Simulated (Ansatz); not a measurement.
# GaHOSi: the cost of one run

The runs use Ansatz 0.2.0, Gaussian basis; UKS PBE0/def2-TZVP.

**1. The system as given**

4 atoms, charge 0, spin multiplicity 3.

Atoms are counted from 1 here; the program's logs count them from 0.

Bond lengths: Ga1–O3 1.786 Å, Si2–O3 1.631 Å, Si2–H4 1.462 Å. Angles: O3–Si2–H4 116.1°, Ga1–O3–Si2 179.8°.

The start was built by rule and, where that kept it together, relaxed with GFN2-xTB. Sticks and bond lists go by distance. No spin-orbit coupling is included. 

**2. Relaxation**

The input, in.yaml:

```yaml
crystal:
  periodic: [false, false, false]
  atoms:
    - {symbol: Ga, position_ang: [-0.943567, -2.139906, 0.015270]}
    - {symbol: Si, position_ang: [-0.016741, 1.149330, -0.027661]}
    - {symbol: O, position_ang: [-0.460375, -0.420261, -0.010408]}
    - {symbol: H, position_ang: [1.420683, 1.410837, 0.022799]}
basis:
  gaussian: {orbitals: def2-TZVP}
magnetization: {spin_polarized: true, initial_magnetization: 2}
hamiltonian: {xc: pbe0}
relax: {f_tol: 0.004, max_steps: 80}
```

Launch:

```sh
$ ansatz run in.yaml --threads 1 --pin off --events-out ev --progress --plain --max-ram 2176MiB
```

What time and memory should one allow on 1 thread of Intel Xeon Platinum 8488C, shared host?

About 35 s, with a peak of 0.31 GiB.
